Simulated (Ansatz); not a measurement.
# CH₅FOSSi: a ladder of functionals and wavefunction methods

One table from this session's results is given with a row withheld; the runs are named, their logs left out.

Method: functionals in def2-TZVPP, the program's frozen cores in correlated methods; program: Ansatz 0.2.0, Gaussian basis.

Plan: PBE-D4, r2SCAN-D4, PBE0-D4, B3LYP-D4, ωB97X-V, ωB97M-V, B2PLYP; CCSD(T)/def2-TZVPP; MP2/def2-QZVPP; extrapolation to the limit.

### The relaxed structure

All runs share one geometry, relaxed beforehand with PBE0-D4 in a triple-zeta def2 set.

SMILES `OC(F)S[SiH3]`, 10 atoms, charge 0, spin multiplicity 1.

Atoms are counted from 1 here; the program's logs count them from 0.

Bond lengths: O1–C2 1.361 Å, O1–H6 0.965 Å, C2–F3 1.369 Å, C2–S4 1.834 Å, C2–H7 1.091 Å, S4–Si5 2.140 Å, Si5–H8 1.484 Å, Si5–H9 1.485 Å, Si5–H10 1.482 Å. Angles: C2–O1–H6 108.6°, O1–C2–F3 110.9°, O1–C2–S4 114.1°, O1–C2–H7 107.6°, F3–C2–S4 105.4°, F3–C2–H7 108.1°, S4–C2–H7 110.6°, C2–S4–Si5 97.6°, S4–Si5–H8 112.4°, S4–Si5–H9 109.6°, S4–Si5–H10 104.9°, H8–Si5–H9 109.4°, H8–Si5–H10 109.8°, H9–Si5–H10 110.8°.

The first run:

in.yaml reads:

```yaml
crystal:
  periodic: [false, false, false]
  atoms:
    - {symbol: O, position_ang: [-0.567156, 1.114506, 1.161498]}
    - {symbol: C, position_ang: [0.697434, 0.634150, 1.010117]}
    - {symbol: F, position_ang: [1.361688, 0.619306, 2.207293]}
    - {symbol: S, position_ang: [0.774490, -1.090388, 0.390326]}
    - {symbol: Si, position_ang: [-0.395668, -0.806856, -1.379094]}
    - {symbol: H, position_ang: [-1.088326, 0.463639, 1.648247]}
    - {symbol: H, position_ang: [1.228654, 1.308109, 0.336806]}
    - {symbol: H, position_ang: [-1.843470, -0.674270, -1.083913]}
    - {symbol: H, position_ang: [0.074669, 0.405005, -2.097100]}
    - {symbol: H, position_ang: [-0.159415, -2.024399, -2.191179]}
basis:
  gaussian: {orbitals: def2-TZVPP}
hamiltonian: {xc: pbe, dispersion: d4}
output: {forces: true, orbitals: {seedname: orbitals}}
```

Run with:

```console
ansatz run in.yaml --threads 4 --pin off --events-out ev --progress --plain --max-ram 10444MiB
```

Among the steps run: PBE-D4 (GGA); r2SCAN-D4 (meta-GGA); PBE0-D4 (hybrid); B3LYP-D4 (hybrid); ωB97X-V (range-separated); ωB97M-V (range-separated); B2PLYP (double hybrid); CCSD(T) in def2-TZVPP; MP2 in def2-QZVPP.

One table of the session follows, with a row left open; its other results are not shown here.

It belongs to the step «Atomisation energies». 

| method | atomisation energy (eV) |
| --- | --- |
| PBE-D4 | 35.981 |
| r2SCAN-D4 | 35.384 |
| PBE0-D4 | 35.133 |
| B3LYP-D4 | 35.062 |
| ωB97X-V | 35.472 |
| ωB97M-V | 35.419 |
| B2PLYP | 34.670 |
| HF/def2-TZVPP | 24.549 |
| MP2/def2-TZVPP | 34.889 |
| CCSD/def2-TZVPP | ? |
| CCSD(T)/def2-TZVPP | 34.197 |
| MP2/CBS | 35.986 |
| CCSD(T)/CBS | 35.294 |

Q: Estimate the row for CCSD/def2-TZVPP from the others.

As computed: atomisation energy (eV): 33.573. In the column «atomisation energy (eV)» it lies between HF/def2-TZVPP (24.549) and CCSD(T)/def2-TZVPP (34.197).
